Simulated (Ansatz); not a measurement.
# ClF2HSi: the cost of one run

The runs use Ansatz 0.2.0, Gaussian basis; PBE0-D4/def2-TZVP structures, single points in def2-TZVPP, no counterpoise correction.

Levels: SPW92, PBE-D4, BLYP-D4, r2SCAN-D4, B97M-V, PBE0-D4, B3LYP-D4, r2SCAN0-D4, BHLYP-D4, CAM-B3LYP-D4, wB97X-V, wB97M-V, B2PLYP, PBE-QIDH, RPA on PBE, Hartree-Fock, MP2, CCSD, CCSD(T).

Cores are frozen in the correlated methods. Filled d shells of the heavier atoms are correlated. B3LYP uses VWN-RPA correlation. B2PLYP carries no dispersion term here.

94 further runs of the same task are left out: 94 set aside as unsound or not needed. Runs told in other sessions of the task aren't counted.

## Step 1: The starting structure

The complex: 7 atoms, charge 0, spin multiplicity 1.

Atoms are counted from 1 here; the program's logs count them from 0.

Bond lengths: Si1–F3 1.577 Å, Si1–F4 1.576 Å, Si1–H5 1.463 Å, Si1–Cl7 2.026 Å, Br2–H6 1.422 Å. Angles: F3–Si1–F4 107.5°, F3–Si1–H5 109.8°, F3–Si1–Cl7 108.2°, F4–Si1–H5 110.7°, F4–Si1–Cl7 108.7°, H5–Si1–Cl7 111.7°.

Geometry (Å):

```mol
BrClF2H2Si
  3D, bonds by distance, orders not assigned

  7  5  0  0  0  0  0  0  0  0999 V2000
   -0.6076    0.4330   -0.7868 Si  0  0
    0.9909   -1.8955    1.9442 Br  0  0
   -1.3011    1.2111   -1.9708 F   0  0
   -1.5188    0.5984    0.4878 F   0  0
   -0.4615   -0.9791   -1.1388 H   0  0
    1.7135   -0.6727    1.8871 H   0  0
    1.1846    1.3047   -0.4226 Cl  0  0
  1  3  8  0
  1  4  8  0
  1  5  8  0
  1  7  8  0
  2  6  8  0
M  END
```

Its parts: ClF₂HSi holds atoms 1, 3, 4, 5, 7; HBr holds atoms 2, 6. Each part counts its atoms afresh in its own runs.

## Step 2: Relaxing ClF₂HSi alone

Input file relax-a/in.yaml:

```yaml
crystal:
  periodic: [false, false, false]
  atoms:
    - {symbol: Si, position_ang: [-0.607609, 0.433019, -0.786807]}
    - {symbol: F, position_ang: [-1.301141, 1.211053, -1.970837]}
    - {symbol: F, position_ang: [-1.518837, 0.598419, 0.487840]}
    - {symbol: H, position_ang: [-0.461476, -0.979110, -1.138850]}
    - {symbol: Cl, position_ang: [1.184556, 1.304659, -0.422631]}
basis:
  gaussian: {orbitals: def2-TZVP}
hamiltonian: {xc: pbe0, dispersion: d4}
relax: {f_tol: 0.005, max_steps: 200}
```

Command:

```bash
$ ansatz run in.yaml --threads 8 --pin off --events-out ev --progress --plain --max-ram 19148MiB
```

**Question.** How long does this run take on 8 threads of Arm Neoverse V2, shared host?

About 3.9 s.
